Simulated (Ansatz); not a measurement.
## CHClGeNO, SMILES O=C=[N][GeH][Cl]: a comparison of dispersion corrections, step by step

Program: Ansatz 0.2.0 through its Python package.

The cells in order, each with its output:

**Cell 1**
```python
import ansatz as az

GEOMETRY = """
O     0.25130   -1.42500   -2.30860
C    -0.27470   -1.02070   -1.23700
N    -0.78970   -0.64460   -0.13750
Ge   -0.12690    0.96690    0.64550
Cl    1.93310    0.87380    1.00410
H    -0.95110    1.18550    1.98730
"""
```

**Cell 2**
```python
molecule = az.Crystal.molecule()
for line in GEOMETRY.strip().splitlines():
    symbol, *xyz = line.split()
    molecule = molecule.atom(symbol, [float(v) for v in xyz])
```

**Cell 3**
```python
base = (
    molecule.calculation()
    .basis(gaussian="def2-SVP")
    .spin("collinear", total=1)
)
for name in ["revpbe", "pbe"]:
    for correction in ("d3bj", "d4"):
        report = base.functional(name, dispersion=correction).run().report
        print(f"{name:8s} {correction:5s} total {report['free_energy_ev']:.5f} eV, of which dispersion {1000 * report['dispersion']['energy']['ev']:.2f} meV")
```
Output:
```text
revpbe   d3bj  total -73609.47267 eV, of which dispersion -352.24 meV
revpbe   d4    total -73609.56421 eV, of which dispersion -443.79 meV
pbe      d3bj  total -73598.46734 eV, of which dispersion -148.53 meV
pbe      d4    total -73598.48215 eV, of which dispersion -163.34 meV
```

Total energies depend on the basis set; only differences at equal settings carry meaning. The geometry is a force-field or estimated start, not a minimum of this method, and the basis set is short of its limit. D4 holds the three-body term, and d3bj doesn't. The species is open-shell (spin multiplicity 2). It ran for 17 s on 1 thread of Arm Neoverse V1 (shared host), peak memory 0.21 GiB.
